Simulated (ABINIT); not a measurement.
# SiF (Pm-3m) in ABINIT: single point with PBE+D3

Aim: the single point of SiF with PBE+D3.

Everything below comes from runs of ABINIT 10.8.3 (patched build). Logs are shortened: lines on timing, memory, paths and dates and some standing lists are left out, and cuts for length are marked. The log counts tension as positive stress, the text compression.

**1. Starting point**

It takes space group Pm-3m (No. 221, cubic). The conventional cell has a = 3.029 Å, b = 3.029 Å, c = 3.029 Å, α = 90.00°, β = 90.00°, γ = 90.00°. Si (site symmetry m-3m) is surrounded by 8 F at 2.62 Å. F (site symmetry m-3m) has 8 Si at 2.62 Å as nearest neighbours.

The cell was built by a generator and needn't be a form met in nature.

**2. Single point, PBE+D3**

File run.abi:

```
pp_dirpath "./"
pseudos "Si.upf, F.upf"

acell 5.723224541 5.723224541 5.723224541
rprim
     1.0000000000     0.0000000000     0.0000000000
     0.0000000000     1.0000000000     0.0000000000
     0.0000000000     0.0000000000     1.0000000000
ntypat 2
znucl 14 9
natom 2
typat 1 2
xred
     0.5000000000     0.5000000000     0.5000000000
     0.0000000000     0.0000000000     0.0000000000

ecut 42.0

kptopt 1
ngkpt 7 7 7
nshiftk 1
shiftk 0.0 0.0 0.0

ixc 11
vdw_xc 6

nband 10
occopt 3
tsmear 0.00183747

nstep 100
tolvrs 1.0e-10

iomode 3
prtwf 0
prtden 0
prteig 0
prtebands 0
enunit 1
```

Potentials or basis: PseudoDojo NC SR PBE v0.5 standard.

The run is started by

```
> abinit run.abi > log 2>&1
```

run.abo:

```text
.Version 10.8.3 of ABINIT
 Symmetries : space group Pm -3 m (#221); Bravais cP (primitive cubic)
================================================================================
 Values of the parameters that define the memory need of the present run
     intxc =       0    ionmov =       0      iscf =       7    lmnmax =       6
     lnmax =       6     mgfft =      36  mpssoang =       3    mqgrid =    3001
     natom =       2  nloc_mem =       1    nspden =       1   nspinor =       1
    nsppol =       1      nsym =      48    n1xccc =    2501    ntypat =       2
    occopt =       3   xclevel =       2
       mpw =        2461          nfft =       46656          nkpt =          20
================================================================================
================================================================================

--------------------------------------------------------------------------------
------------- Echo of variables that govern the present computation ------------
--------------------------------------------------------------------------------
 -outvars: echo values of preprocessed input variables --------
            acell      5.7232245410E+00  5.7232245410E+00  5.7232245410E+00 Bohr
              amu      2.80855000E+01  1.89984032E+01
             ecut      4.20000000E+01 Hartree
           enunit           1
              ixc          11
         kptrlatt        7    0    0      0    7    0      0    0    7
          kptrlen      4.00625718E+01
            natom           2
            nband          10
            ngfft          36      36      36
             nkpt          20
            nstep         100
             nsym          48
           ntypat           2
           occopt           3
           prtden           0
        prtebands           0
           prteig           0
            prtwf           0
          spgroup         221
           tolvrs      1.00000000E-10
           tsmear      1.83747000E-03 Hartree
            typat      1  2
           vdw_xc           6
           xangst      1.5142999990E+00  1.5142999990E+00  1.5142999990E+00
                       0.0000000000E+00  0.0000000000E+00  0.0000000000E+00
            xcart      2.8616122705E+00  2.8616122705E+00  2.8616122705E+00
                       0.0000000000E+00  0.0000000000E+00  0.0000000000E+00
             xred      5.0000000000E-01  5.0000000000E-01  5.0000000000E-01
                       0.0000000000E+00  0.0000000000E+00  0.0000000000E+00
            znucl       14.00000    9.00000

================================================================================

 chkinp: Checking input parameters for consistency.

================================================================================
== DATASET  1 ==================================================================

--- !DatasetInfo
iteration_state: {dtset: 1, }
dimensions: {natom: 2, nkpt: 20, mband: 10, nsppol: 1, nspinor: 1, nspden: 1, mpw: 2461, }
cutoff_energies: {ecut:  42.0, pawecutdg:  -1.0, }
electrons: {nelect:   1.10000000E+01, charge:   0.00000000E+00, occopt:   3.00000000E+00, tsmear:   1.83747000E-03, }
meta: {optdriver: 0, ionmov: 0, optcell: 0, iscf: 7, paral_kgb: 0, }
...

 Exchange-correlation functional for the present dataset will be:
  GGA: Perdew-Burke-Ernzerhof functional - ixc=11
  J.P.Perdew, K.Burke, M.Ernzerhof, PRL 77, 3865 (1996)

 Real(R)+Recip(G) space primitive vectors, cartesian coordinates (Bohr,Bohr^-1):
 R(1)=  5.7232245  0.0000000  0.0000000  G(1)=  0.1747267  0.0000000  0.0000000
 R(2)=  0.0000000  5.7232245  0.0000000  G(2)=  0.0000000  0.1747267  0.0000000
 R(3)=  0.0000000  0.0000000  5.7232245  G(3)=  0.0000000  0.0000000  0.1747267
 Unit cell volume ucvol=  1.8746593E+02 bohr^3
 Angles (23,13,12)=  9.00000000E+01  9.00000000E+01  9.00000000E+01 degrees

 getcut: wavevector=  0.0000  0.0000  0.0000  ngfft=  36  36  36
         ecut(hartree)=     42.000   => boxcut(ratio)=   2.15612

--- Pseudopotential description ------------------------------------------------
- pspini: atom type   1  psp file is ./Si.upf
12 -101130 2 -1 1510                          pspcod,pspxc,lmax,lloc,mmax
     nproj     2     2     2

- pspini: atom type   2  psp file is ./F.upf
12 -101130 2 -1 832                           pspcod,pspxc,lmax,lloc,mmax
     nproj     2     2     1

   1.56414189E+02                                ecore*ucvol(ha*bohr**3)
--------------------------------------------------------------------------------

================================================================================

--- !BeginCycle
iteration_state: {dtset: 1, }
solver: {iscf: 7, nstep: 100, nline: 4, wfoptalg: 0, }
tolerances: {tolvrs: 1.00E-10, }
...

     iter   Etot(hartree)      deltaE(h)  residm     vres2
 ETOT  1  -28.730477247152    -2.873E+01 6.239E-02 3.545E+02
 ETOT  2  -28.530649622994     1.998E-01 2.511E-03 1.073E+03
 ETOT  3  -28.824595957115    -2.939E-01 5.147E-03 3.067E+01
 ETOT  4  -28.830690303458    -6.094E-03 7.077E-04 8.449E-01
 ETOT  5  -28.830831476600    -1.412E-04 3.832E-04 3.884E-02
 ETOT  6  -28.830836714071    -5.237E-06 1.197E-04 7.910E-05
 ETOT  7  -28.830836720397    -6.326E-09 1.734E-04 2.064E-05
 ETOT  8  -28.830836723640    -3.243E-09 5.267E-05 1.394E-07
 ETOT  9  -28.830836723663    -2.321E-11 8.478E-05 1.327E-09
 ETOT 10  -28.830836723662     1.208E-12 2.685E-05 1.376E-12

 At SCF step   10       vres2   =  1.38E-12 < tolvrs=  1.00E-10 =>converged.

 Cartesian components of stress tensor (hartree/bohr^3)
  sigma(1 1)=  3.25683468E-05  sigma(3 2)=  0.00000000E+00
  sigma(2 2)=  3.25683468E-05  sigma(3 1)=  0.00000000E+00
  sigma(3 3)=  3.25683468E-05  sigma(2 1)=  0.00000000E+00

--- !ResultsGS
iteration_state: {dtset: 1, }
comment   : Summary of ground state results
lattice_vectors:
- [  5.7232245,   0.0000000,   0.0000000, ]
- [  0.0000000,   5.7232245,   0.0000000, ]
- [  0.0000000,   0.0000000,   5.7232245, ]
lattice_lengths: [   5.72322,    5.72322,    5.72322, ]
lattice_angles: [ 90.000,  90.000,  90.000, ] # degrees, (23, 13, 12)
lattice_volume:   1.8746593E+02
convergence: {deltae:  1.208E-12, res2:  1.376E-12, residm:  2.685E-05, diffor: null, }
etotal    :  -2.88308367E+01
entropy   :   0.00000000E+00
fermie    :   1.80785616E-01
cartesian_stress_tensor: # hartree/bohr^3
- [  3.25683468E-05,   0.00000000E+00,   0.00000000E+00, ]
- [  0.00000000E+00,   3.25683468E-05,   0.00000000E+00, ]
- [  0.00000000E+00,   0.00000000E+00,   3.25683468E-05, ]
pressure_GPa:  -9.5819E-01
xred      :
- [  5.0000E-01,   5.0000E-01,   5.0000E-01, Si]
- [  0.0000E+00,   0.0000E+00,   0.0000E+00,  F]
cartesian_forces: # hartree/bohr
- [ -0.00000000E+00,  -0.00000000E+00,  -0.00000000E+00, ]
- [ -0.00000000E+00,  -0.00000000E+00,  -0.00000000E+00, ]
force_length_stats: {min:   0.00000000E+00, max:   0.00000000E+00, mean:   0.00000000E+00, }
...

 Integrated electronic density in atomic spheres:
 ------------------------------------------------
 Atom  Sphere_radius  Integrated_density
    1        2.00000          1.49340451
    2        2.00000          6.94388774
================================================================================

 ----iterations are completed or convergence reached----

 Mean square residual over all n,k,spin=   47.282E-08; max=  26.849E-06
 reduced coordinates (array xred) for    2 atoms
       0.500000000000      0.500000000000      0.500000000000
       0.000000000000      0.000000000000      0.000000000000
 rms dE/dt=  0.0000E+00; max dE/dt=  0.0000E+00; dE/dt below (all hartree)
    1       0.000000000000      0.000000000000      0.000000000000
    2       0.000000000000      0.000000000000      0.000000000000

 cartesian coordinates (angstrom) at end:
    1      1.51429999896167     1.51429999896167     1.51429999896167
    2      0.00000000000000     0.00000000000000     0.00000000000000

 cartesian forces (hartree/bohr) at end:
    1     -0.00000000000000    -0.00000000000000    -0.00000000000000
    2     -0.00000000000000    -0.00000000000000    -0.00000000000000
 frms,max,avg= 0.0000000E+00 0.0000000E+00   0.000E+00  0.000E+00  0.000E+00 h/b

 cartesian forces (eV/Angstrom) at end:
    1     -0.00000000000000    -0.00000000000000    -0.00000000000000
    2     -0.00000000000000    -0.00000000000000    -0.00000000000000
 frms,max,avg= 0.0000000E+00 0.0000000E+00   0.000E+00  0.000E+00  0.000E+00 e/A
 length scales=  5.723224541000  5.723224541000  5.723224541000 bohr
              =  3.028599997923  3.028599997923  3.028599997923 angstroms
 Fermi (or HOMO) energy (eV) =   4.91943   Average Vxc (eV)= -10.24254
 Eigenvalues (   eV  ) for nkpt=  20  k points:
 kpt#   1, nband= 10, wtk=  0.00292, kpt=  0.0000  0.0000  0.0000 (reduced coord)
 -19.06960   -4.02272   -0.21796   -0.21796   -0.21796   10.09501   10.09501   10.09501
  10.77074   10.77074
 prteigrs : prtvol=0 or 1, do not print more k-points.

--- !EnergyTerms
iteration_state     : {dtset: 1, }
comment             : Components of total free energy in Hartree
kinetic             :  1.73725215351725E+01
hartree             :  8.82496828780666E+00
xc                  : -6.95572954804106E+00
Ewald energy        : -2.00352745943229E+01
psp_core            :  8.34360606203894E-01
local_psp           : -2.69751480757597E+01
non_local_psp       : -1.88648382234105E+00
VdWaals_dft_d       : -9.48089622584765E-03
internal            : -2.88302665075075E+01
'-kT*entropy'       : -5.70216154702462E-04
total_energy        : -2.88308367236622E+01
total_energy_eV     : -7.84527033882384E+02
band_energy         : -1.49524726266755E+00
...

 Cartesian components of stress tensor (hartree/bohr^3)
  sigma(1 1)=  3.25683468E-05  sigma(3 2)=  0.00000000E+00
  sigma(2 2)=  3.25683468E-05  sigma(3 1)=  0.00000000E+00
  sigma(3 3)=  3.25683468E-05  sigma(2 1)=  0.00000000E+00

-Cartesian components of stress tensor (GPa)         [Pressure= -9.5819E-01 GPa]
- sigma(1 1)=  9.58193845E-01  sigma(3 2)=  0.00000000E+00
- sigma(2 2)=  9.58193845E-01  sigma(3 1)=  0.00000000E+00
- sigma(3 3)=  9.58193845E-01  sigma(2 1)=  0.00000000E+00

== END DATASET(S) ==============================================================
================================================================================

 -outvars: echo values of variables after computation  --------
            acell      5.7232245410E+00  5.7232245410E+00  5.7232245410E+00 Bohr
           etotal     -2.8830836724E+01
            fcart     -0.0000000000E+00 -0.0000000000E+00 -0.0000000000E+00
                      -0.0000000000E+00 -0.0000000000E+00 -0.0000000000E+00
           strten      3.2568346813E-05  3.2568346813E-05  3.2568346813E-05
                       0.0000000000E+00  0.0000000000E+00  0.0000000000E+00
           xangst      1.5142999990E+00  1.5142999990E+00  1.5142999990E+00
                       0.0000000000E+00  0.0000000000E+00  0.0000000000E+00
             xred      5.0000000000E-01  5.0000000000E-01  5.0000000000E-01
                       0.0000000000E+00  0.0000000000E+00  0.0000000000E+00
 Calculation completed.
```

It took 15 s on 1 thread of Arm Neoverse V1, shared host; peak memory 0.07 GiB.

Results:

```
Free energy                                           : -784.5270 eV
Pressure                                              : -1.0 GPa
Band gap on the k mesh                                : none (metal or under the smearing width)
Valence electrons inside the program's atomic spheres : Si 1.49; F 6.94
```

Levels at points of the mesh, in eV from the Fermi level:
```tsv
k point	band 1	band 2	band 3	band 4	band 5	band 6	band 7	band 8	band 9	band 10
(0.00, 0.00, 0.00)	-23.99	-8.94	-5.14	-5.14	-5.14	5.18	5.18	5.18	5.85	5.85
```

Caveat: an odd number of electrons without spin polarisation forces a metal; a magnetic or distorted state may lie lower; pairwise dispersion overbinds metals, which lowers pressure and volume.
